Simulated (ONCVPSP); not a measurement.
# Ge: the cost of one run

Method: ONCVPSP 4.0.1.1 (patched build), PBEsol, scalar-relativistic.

### 1 The design

Typed settings, in words:

* element: germanium (Ge, Z = 32)
* type: optimised norm-conserving Vanderbilt (ONCV)
* frozen core: [Ne]
* valence charge: 22
* reference configuration: 3s2 3p6 3d10 4s2 4p2
* partial waves: 3s+4s: rc 1.00 bohr, ncon 5, nbas 9, qcut 15.3 1/bohr, 2 projectors; 3p+4p: rc 1.00 bohr, ncon 3, nbas 6, qcut 11.3 1/bohr, 2 projectors; 3d: rc 1.25 bohr, ncon 4, nbas 9, qcut 13.7 1/bohr, 3 projectors, debl 0.7 Ha
* local potential: polynomial inside 0.95 bohr (lpopt 2, dvloc0 1 Ha)
* core correction: polynomial model core, fcfact 0.25

An earlier all-electron run gives the scale for the radii.

All-electron outer shells of the reference configuration (PBEsol, scalar-relativistic, ld1.x):

| shell | level (eV) | outermost node (bohr) | outermost maximum (bohr) |
| --- | --- | --- | --- |
| 2s | -1370.64 | 0.06 | 0.18 |
| 2p | -1198.08 | – | 0.14 |
| 3s | -168.12 | 0.26 | 0.54 |
| 3p | -115.43 | 0.23 | 0.54 |
| 3d | -29.31 | – | 0.50 |
| 4s | -11.74 | 0.77 | 1.75 |
| 4p | -3.90 | 0.82 | 2.22 |

### 2 Generating the potential

Ge.dat

```
# ATOM AND REFERENCE CONFIGURATION
# atsym  z   nc   nv     iexc    psfile
  Ge 32.00    3    5  -116133      upf
#
#   n    l    f
    1    0    2.00
    2    0    2.00
    2    1    6.00
    3    0    2.00
    3    1    6.00
    3    2   10.00
    4    0    2.00
    4    1    2.00
#
# PSEUDOPOTENTIAL AND OPTIMIZATION
# lmax
    2
#
#   l,   rc,      ep,       ncon, nbas, qcut
    0    1.00    0.00    5    9   15.30
    1    1.00    0.00    3    6   11.30
    2    1.25    0.00    4    9   13.70
#
# LOCAL POTENTIAL
# lloc, lpopt,  rc(5),   dvloc0
    4    2    0.95    1.00
#
# VANDERBILT-KLEINMAN-BYLANDER PROJECTORs
# l, nproj, debl
    0    2    2.00
    1    2    1.00
    2    3    0.70
#
# MODEL CORE CHARGE
# icmod, fcfact, rcfact
    1    0.25    0.00
#
# LOG DERIVATIVE ANALYSIS
# epsh1, epsh2, depsh
   -8.00    5.00    0.04
#
# OUTPUT GRID
# rlmax, drl
    6.00    0.01
#
# TEST CONFIGURATIONS
# ncnf
    4
# nvcnf
#   n    l    f
    5
    3    0    2.00
    3    1    6.00
    3    2   10.00
    4    0    2.00
    4    1    1.00
#
    5
    3    0    2.00
    3    1    6.00
    3    2   10.00
    4    0    2.00
    4    1    0.00
#
    5
    3    0    2.00
    3    1    6.00
    3    2   10.00
    4    0    1.00
    4    1    0.00
#
    5
    3    0    2.00
    3    1    6.00
    3    2   10.00
    4    0    0.00
    4    1    4.00
#
```

The run is started by

```sh
$ oncvpsp.x < Ge.dat > Ge.out
```

**Question.** How long does this run take on 1 thread of Intel Xeon 6975P-C, shared host?

About 4.1 s.
